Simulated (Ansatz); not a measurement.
**CH6OSeSn: a ladder of functionals and wavefunction methods**

The task here is to estimate one member of a computed series from the others.

Method: functionals in def2-TZVPP, the program's frozen cores in correlated methods; program: Ansatz 0.2.0, Gaussian basis.

Levels to be run: LDA (SPW92), PBE-D4, revPBE-D4, BLYP-D4, r2SCAN-D4, B97M-V, PBE0-D4, B3LYP-D4, r2SCANh-D4, r2SCAN0-D4, HSE06-D4, BHLYP-D4, CAM-B3LYP-D4, LC-ωPBE, ωB97X-V, ωB97M-V, B2PLYP, PBE-QIDH; CCSD(T)/def2-SVP; CCSD(T)/def2-TZVPP; MP2/def2-QZVPP; extrapolation to the limit; RPA on PBE.

## The relaxed structure

The geometry comes from an earlier relaxation with PBE0-D4 in a triple-zeta def2 set; it is a stationary point, not always the lowest conformer. Sn takes the def2 core potential; no spin-orbit term is included.

10 atoms, charge 0, spin multiplicity 1.

Atoms are counted from 1 here; the program's logs count them from 0.

Bond lengths: C1–O2 1.405 Å, C1–H5 1.100 Å, C1–H6 1.098 Å, C1–H7 1.094 Å, O2–Sn3 1.963 Å, Sn3–Se4 2.527 Å, Sn3–H8 1.696 Å, Sn3–H9 1.707 Å, Se4–H10 1.469 Å. Angles: O2–C1–H5 112.4°, O2–C1–H6 112.3°, O2–C1–H7 108.2°, H5–C1–H6 108.1°, H5–C1–H7 107.7°, H6–C1–H7 107.9°, C1–O2–Sn3 119.7°, O2–Sn3–Se4 108.8°, O2–Sn3–H8 103.6°, O2–Sn3–H9 108.1°, Se4–Sn3–H8 110.4°, Se4–Sn3–H9 109.0°, H8–Sn3–H9 116.7°, Sn3–Se4–H10 91.5°.

Set-up of the first run:

in.yaml reads:

```yaml
crystal:
  periodic: [false, false, false]
  atoms:
    - {symbol: C, position_ang: [-1.071336, 1.237080, -0.115874]}
    - {symbol: O, position_ang: [-1.259472, -0.121855, 0.185870]}
    - {symbol: Sn, position_ang: [0.299524, -1.276206, 0.483914]}
    - {symbol: Se, position_ang: [1.820925, -1.123671, -1.528215]}
    - {symbol: H, position_ang: [-0.583160, 1.785108, 0.703015]}
    - {symbol: H, position_ang: [-0.475835, 1.383368, -1.027040]}
    - {symbol: H, position_ang: [-2.053627, 1.689249, -0.280092]}
    - {symbol: H, position_ang: [-0.372289, -2.829391, 0.599835]}
    - {symbol: H, position_ang: [1.132994, -0.695900, 1.856125]}
    - {symbol: H, position_ang: [2.645278, -0.098879, -0.874636]}
basis:
  gaussian: {orbitals: def2-TZVPP}
hamiltonian: {xc: lda}
output: {orbitals: {seedname: orbitals}}
```

Command:

```
ansatz run in.yaml --threads 2 --pin off --events-out ev --progress --plain --max-ram 32768MiB --backend cpu
```

Among the steps run: LDA; PBE-D4 (GGA); revPBE-D4 (GGA); BLYP-D4 (GGA); r2SCAN-D4 (meta-GGA); B97M-V (meta-GGA); PBE0-D4 (hybrid); B3LYP-D4 (hybrid); r2SCANh-D4 (hybrid); r2SCAN0-D4 (hybrid); HSE06-D4 (hybrid); BHLYP-D4 (hybrid); CAM-B3LYP-D4 (range-separated); LC-ωPBE (range-separated); ωB97X-V (range-separated); ωB97M-V (range-separated); B2PLYP (double hybrid); PBE-QIDH (double hybrid).

One table of the session follows, with a row left open; its other results are not shown here.

It belongs to the step «Orbital energies across the functionals». 

| functional | HOMO (eV) | gap (eV) |
| --- | --- | --- |
| LDA (SPW92) | -6.19 | 4.26 |
| PBE-D4 | -6.04 | 4.35 |
| revPBE-D4 | ? | ? |
| BLYP-D4 | -5.87 | 4.22 |
| r2SCAN-D4 | -6.32 | 4.88 |
| B97M-V | -6.41 | 4.99 |
| PBE0-D4 | -7.21 | 6.39 |
| B3LYP-D4 | -6.96 | 5.84 |
| r2SCANh-D4 | -6.75 | 5.61 |
| r2SCAN0-D4 | -7.40 | 6.72 |
| HSE06-D4 | -6.81 | 5.63 |
| BHLYP-D4 | -8.21 | 8.27 |
| CAM-B3LYP-D4 | -8.49 | 8.60 |
| LC-ωPBE | -9.86 | 11.16 |
| ωB97X-V | -9.51 | 10.69 |
| ωB97M-V | -9.38 | 10.33 |

Estimate the missing values for revPBE-D4.

As computed: HOMO (eV): -5.99; gap (eV): 4.38. In the column «HOMO (eV)» it lies between PBE-D4 (-6.04) and BLYP-D4 (-5.87).
